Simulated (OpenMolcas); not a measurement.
# Nd³⁺ among point charges: CASSCF levels and susceptibility

How does a field of 2 point charges split the states of Nd³⁺, and what χT follows?

Method: state-averaged CASSCF, spin-orbit coupling by RASSI with atomic mean-field integrals. Code: OpenMolcas 26.06.

## 1. Starting point

```
Species                           : Nd³⁺ (neodymium, Z = 60, 57 electrons)
Basis                             : ANO-RCC-VDZP [7s6p4d2f1g], 68 functions
Scalar Hamiltonian                : DKH2, point nucleus
Inactive shells                   : 1s 2s 2p 3s 3p 3d 4s 4p 4d 5s 5p
Active space                      : 3 electrons in 7 orbitals (4f)
Some configurations of this space : 4f³
Orbitals                          : optimised for the highest spin of each parity, averaged over all roots
```

Outer shells as boxes (Hund's rule):

4f3
```
4f [↑ ][↑ ][↑ ][  ][  ][  ][  ]
```

The ion sits among 2 point charges of -1 e arranged as a linear pair (D∞h), 2.5 Å from the ion.

Each step is its own input file, run in one work folder so that later steps find the files of earlier ones. Labels, J, g values, rates, χT and fits are worked out afterwards by a script from the matrices that RASSI stores. The input lists half of the charges; inversion (Group=XYZ) makes the rest.

## 2. One- and two-electron integrals

a.inp reads:

```
&GATEWAY
Coord
1

Nd 0.0 0.0 0.0
Basis=ANO-RCC-VDZP
Group=XYZ
NoMove
AngMom=0.0 0.0 0.0
AMFI
XField
1 Angstrom 0
0.000000 0.000000 2.500000 -1.000000
&SEWARD
```

Started as:

```sh
$ OMP_NUM_THREADS=1 MOLCAS_MEM=2252 MOLCAS_PROJECT=a pymolcas a.inp > a.log
```

## 3. Reference wave functions, quartets of odd parity, 35 roots

a.inp reads:

```
&RASSCF
FileOrb=start.orb
Symmetry=2
Spin=4
nActEl=3 0 0
Inactive=15 12
Ras2=0 7
CIRoot=35 35 1
SDav=35
CIMx=300
Iter=120 100
PrWF=0.3
OrbListing=Nothing
MaxOrb=0
>>> COPY $Project.JobIph JOB001
```

start.orb holds the contracted functions of the basis, ordered by shell, or the orbitals of the step before.

## 4. Reference wave functions, doublets of odd parity, 112 roots

a.inp reads:

```
&RASSCF
FileOrb=start.orb
Symmetry=2
Spin=2
nActEl=3 0 0
Inactive=15 12
Ras2=0 7
CIRoot=112 112 1
SDav=112
CIMx=300
Iter=120 100
PrWF=0.3
OrbListing=Nothing
MaxOrb=0
CIOnly
>>> COPY $Project.JobIph JOB002
```

## 5. RASSI: spin-orbit coupling between the states

a.inp reads:

```
&RASSI
NrOfJobIphs=2 35 89
1 2 3 4 5 6 7 8 9 10 11 12 13 14 15 16 17 18 19 20 21 22 23 24 25 26 27
28 29 30 31 32 33 34 35
1 2 3 4 5 6 7 8 9 10 11 12 13 14 15 16 17 18 19 20 21 22 23 24 25 26 27
28 29 30 31 32 33 34 35 36 37 38 39 40 41 42 43 44 45 46 47 48 49 50 51
52 53 54 55 56 57 58 59 60 61 62 63 64 65 66 67 68 69 70 71 72 73 74 75
76 77 78 79 80 81 82 83 84 85 86 87 88 89
IphNames
JOB001
JOB002
EJob
SpinOrbit
DIPRint=1.0
SOCoupling=1000.0
Subsets=2
Property=9
'ANGMOM' 1 'ANGMOM' 2 'ANGMOM' 3 'MLTPL  1' 1 'MLTPL  1' 2 'MLTPL  1' 3
'AMFI' 1 'AMFI' 2 'AMFI' 3
SOProperty=3
'ANGMOM' 1 'ANGMOM' 2 'ANGMOM' 3
```

What does the calculation give? Wanted: spin-free ground state; first state of the same spin within the active space; lowest level; next level.

**Answer**, as computed:

| quantity | value |
| --- | --- |
| method | CASSCF |
| spin-free ground state | 4I, 2-fold in its orbital part |
| first state of the same spin within the active space | 4H at 273 cm⁻¹ |
| lowest level | 2-fold, g = 0.00, 0.00, 6.47 |
| next level | 256.7 cm⁻¹ |
| χT at 300 K | 1.66 cm³ K/mol |
| effective moment at 300 K | 3.65 μB |

**Reading.** The spin-free ground state (4I) comes to 100 % from free-ion I terms and keeps the highest spin of the shell. The doublets rest on orbitals optimised for another spin in at least one step, which raises them against the optimised states. Not all states of the active space went into the spin-orbit step. High states of lower spin are left out of the spin-orbit mixing, and CASSCF puts spin-flip levels too high. This is an electrostatic model: the charges have no orbitals.
